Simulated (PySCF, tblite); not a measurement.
**C₈H₁₂: infrared bands and NMR shifts**

What infrared bands and NMR shifts should C₈H₁₂ (`C=C=C=C(C)CCC`) show?

The runs use tblite 0.8.0 and PySCF 2.14.0, with density-fitted response routines of our own; the level of theory stands in each step. All values are computed, except where a source is named. Atoms count from 0, in the outputs and in this text.

### Step 1. Starting geometry

20 atoms, charge 0, multiplicity 1; geometry from: GFN2-xTB.

Bonds of the start (Å): C0–C1 1.31, C1–C2 1.26, C2–C3 1.31, C3–C4 1.50, C3–C5 1.50, C5–C6 1.53, C6–C7 1.52, C0–H8 1.08, C0–H9 1.08, C4–H10 1.09, C4–H11 1.09, C4–H12 1.09, C5–H13 1.09, C5–H14 1.10, C6–H15 1.09, C6–H16 1.09, C7–H17 1.09, C7–H18 1.09, C7–H19 1.09.

### Step 2. Harmonic vibrations with GFN2-xTB

What the job is given:

```
{"job": {"kind": "ir", "xc": "GFN2-xTB", "basis": "xTB"}, "charge": 0, "multiplicity": 1}
C     -2.577841     1.806443     1.340831
C     -1.850443     0.868483     0.790942
C     -1.144432    -0.025566     0.258013
C     -0.409420    -0.967032    -0.291618
C     -0.836968    -2.405196    -0.265403
C      0.881264    -0.682018    -1.009371
C      1.376945     0.756740    -0.877935
C      1.908767     1.061191     0.517211
H     -3.512059     1.583507     1.830987
H     -2.268616     2.839434     1.323085
H     -0.121632    -2.998990     0.304747
H     -1.819176    -2.511435     0.187590
H     -0.867901    -2.806396    -1.278864
H      1.648547    -1.368980    -0.637794
H      0.730422    -0.916793    -2.069385
H      2.172576     0.921897    -1.608378
H      0.558061     1.440021    -1.111821
H      2.252686     2.091117     0.575401
H      2.744761     0.407398     0.757990
H      1.129311     0.916854     1.260736
```

**Question.** This job is followed by: GIAO PBE0/pcSseg-1 NMR shielding, non-relativistic, gas phase. What will the session give for the following? strongest single infrared mode (GFN2-xTB); zero-point energy (GFN2-xTB); 13C shifts against TMS (PBE0/pcSseg-1); 1H shifts against TMS (PBE0/pcSseg-1, means over atoms taken as alike).

**Answer**, as computed:

```
                                                              quantity                                                  value
                             strongest single infrared mode (GFN2-xTB)                                   2191 cm⁻¹, 80 km/mol
                                          zero-point energy (GFN2-xTB)                                         107.1 kcal/mol
                                13C shifts against TMS (PBE0/pcSseg-1)  185.2, 168.8, 132.5, 92.3, 42.3, 28.2, 23.4, 15.4 ppm
1H shifts against TMS (PBE0/pcSseg-1, means over atoms taken as alike)                       5.25, 2.19, 2.09, 1.69, 1.03 ppm
```

In words: All 54 modes are real, so the xTB geometry is a minimum. The strongest single mode, at 2191 cm⁻¹, moves mainly C1 and C2. Unscaled tight-binding wavenumbers are off by several per cent, some by more. Its intensities can rank the bands wrongly. The most deshielded hydrogen is H8, H9 (mean) (hydrogen on a terminal carbon of a cumulated C=C=C unit), at 5.25 ppm: attached to an sp2 carbon and in the plane of the double bond. At PBE0/pcSseg-1: Shielding is most anisotropic at C3 (span 164 ppm, paramagnetic term -210 ppm).
